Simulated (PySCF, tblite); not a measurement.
# C₇H₁₄B₂O: geometry, infrared bands and NMR shifts

What infrared bands and NMR shifts should C₇H₁₄B₂O (`BOB[C@H](C#CC)C(C)C`) show?

The runs use tblite 0.8.0 and PySCF 2.14.0, with density-fitted response routines of our own; the level of theory stands in each step. All values are computed, except where a source is named. Atoms are numbered from 0 throughout.

## Step 1: The molecule as given

24 atoms, charge 0, multiplicity 1; geometry from: force field or distance geometry start.

Bonds of the start (Å): B0–O1 1.49, O1–B2 1.44, B2–C3 1.60, C3–C4 1.46, C4–C5 1.21, C5–C6 1.46, C3–C7 1.51, C7–C8 1.50, C7–C9 1.52, B0–H10 1.19, B0–H11 1.18, B2–H12 1.17, C3–H13 1.10, C6–H14 1.10, C6–H15 1.10, C6–H16 1.12, C7–H17 1.12, C8–H18 1.10, C8–H19 1.10, C8–H20 1.12, C9–H21 1.13, C9–H22 1.11, C9–H23 1.12.

## Step 2: Geometry optimisation with GFN2-xTB

What the job is given:

```
{"job": {"kind": "relax", "xc": "GFN2-xTB", "basis": "xTB"}, "charge": 0, "multiplicity": 1}
B      3.683100    -0.270700     0.440800
O      2.252400     0.116700     0.595500
B      1.466800    -0.725400    -0.274100
C     -0.005500    -0.277400    -0.701800
C     -0.130100     1.161100    -0.457700
C     -0.229600     2.352200    -0.269500
C     -0.340100     3.791600    -0.021400
C     -1.057000    -1.058500     0.043700
C     -2.432400    -0.630300    -0.374600
C     -0.800700    -2.539700    -0.159500
H      4.151000     0.098800    -0.590100
H      4.097200    -1.243300     0.975000
H      1.967000    -1.585400    -0.886700
H     -0.136100    -0.450300    -1.781400
H      0.002300     4.412400    -0.867800
H     -1.381300     4.071200     0.193400
H      0.338600     4.017100     0.838500
H     -0.931300    -0.886900     1.143900
H     -2.923200    -1.366500    -1.032500
H     -3.063800    -0.528500     0.523300
H     -2.426800     0.341500    -0.926900
H      0.082500    -2.827800     0.480300
H     -0.519900    -2.779900    -1.201500
H     -1.674900    -3.172300     0.152100
```

Run with:

```sh
$ OMP_NUM_THREADS=1 python probes_run.py task.json out
```

This one command runs all jobs of the session in turn.

**Question.** This job is followed by: GFN2-xTB harmonic vibrations, gas phase; GIAO PBE0/pcSseg-1 NMR shielding, non-relativistic, gas phase. Predict these results of the whole session: strongest single infrared mode (GFN2-xTB); zero-point energy (GFN2-xTB); 13C shifts against TMS (PBE0/pcSseg-1); 1H shifts against TMS (PBE0/pcSseg-1, means over atoms taken as alike); 11B shifts against BF3·OEt2 (PBE0/pcSseg-1); 17O shifts against H2O (PBE0/pcSseg-1).

As calculated:

| quantity | value |
| --- | --- |
| strongest single infrared mode (GFN2-xTB) | 1626 cm⁻¹, 255 km/mol |
| zero-point energy (GFN2-xTB) | 122.4 kcal/mol |
| 13C shifts against TMS (PBE0/pcSseg-1) | 87.2, 83.0, 35.3, 33.7, 24.6, 24.4, 5.1 ppm |
| 1H shifts against TMS (PBE0/pcSseg-1, means over atoms taken as alike) | 5.54, 5.42, 2.03, 1.82, 1.57, 1.21, 0.88 ppm |
| 11B shifts against BF3·OEt2 (PBE0/pcSseg-1) | 39.6, 37.4 ppm |
| 17O shifts against H2O (PBE0/pcSseg-1) | 311.0 ppm |

What this shows: Relaxing lowered the energy by 1.947 eV in 251 steps; the close pair that moved most is B0–O1, from 1.490 to 1.296 Å. The lowest mode is slightly imaginary (9i cm⁻¹), a soft motion within the noise of the Hessian, so the minimum is not strictly shown. The strongest single mode, at 1626 cm⁻¹, moves mainly O1. Unscaled tight-binding wavenumbers are off by several per cent, some by more. Its intensities can rank the bands wrongly.
